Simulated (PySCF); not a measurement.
**HfO2: relaxation and vibrations of the singlet**

Aim: relax HfO2 as a singlet from a bent start, check by its vibrations whether the end is a minimum, and collect its spectrum and constants.

Program: PySCF 2.14.0. Level of theory: PBE0, basis Hf def2-TZVP with ECP60, O def2-TZVP, scalar-relativistic core potentials, no spin–orbit coupling, density fitting. These are calculated values, not measurements.

**1. Starting geometry**

3 atoms, charge 0, spin multiplicity 1.

Bond lengths: Hf1–O2 1.850 Å, Hf1–O3 1.850 Å. Angles: O2–Hf1–O3 110.0°.

```xyz
3
charge 0 multiplicity 1
Hf    0.0000    0.0000   -0.1602
O     1.5154    0.0000    0.9009
O    -1.5154    0.0000    0.9009
```

**2. Bent start, singlet: relaxation**

One driver script runs all steps and calls PySCF; scf.py shows how it sets up the SCF of each step. The optimiser is the driver's own. Before each start the driver seeks the lowest SCF state from one or more starting densities and follows internal instabilities, so scf.py alone need not reach the same state.

The program finds C2v symmetry in the start, which this walk keeps. Threshold on the gradient: 0.0003 Eh/bohr, with a further test on the energy change.

scf.py

```python
from pyscf import gto, scf, dft
mol = gto.M(atom='''
Hf     0.000000     0.000000    -0.160163
O      1.515400    -0.000000     0.900937
O     -1.515400     0.000000     0.900937''',
    basis={'Hf': 'def2-TZVP', 'O': 'def2-TZVP'},
    ecp={'Hf': 'def2-TZVP'},
    charge=0, spin=0)
mf = dft.RKS(mol, xc='PBE0')
mf.grids.atom_grid = (50, 194)
aux = {'Hf': 'def2-universal-JKFIT', 'O': 'def2-universal-JKFIT'}
mf = mf.density_fit(auxbasis=aux)
mf.kernel()
```

The runs that follow: Vibrations and properties at this point.

**Question.** What will these runs give? Wanted: minimum; geometry; wavenumbers; dipole moment; highest occupied, lowest empty level; polar-tensor charge of Hf1; zero-point energy; atomisation energy.

As calculated:

```
                                 quantity                             value
                                  minimum                      singlet, C2v
                                 geometry  Hf–O 1.776 Å (×2); O–Hf–O 107.8°
                       wavenumbers (cm⁻¹)      300 (a1), 848 (b2), 932 (a1)
                            dipole moment                            8.10 D
     highest occupied, lowest empty level                   -6.71, -3.40 eV
               polar-tensor charge of Hf1                           +1.81 e
                        zero-point energy                       12.4 kJ/mol
                      entropy at 298.15 K                   276.1 J/(mol K)
atomisation energy (no zero-point energy)                       1302 kJ/mol
```

In words: The bent start keeps its C2v symmetry and ends in a minimum. In the infrared the band at 848 cm⁻¹ (b2, stretch) leads. With 8.1 D the molecule is strongly polar. Other starts or spin states, not run here, may lie lower. Spin–orbit coupling, left out here, can matter for elements this heavy.
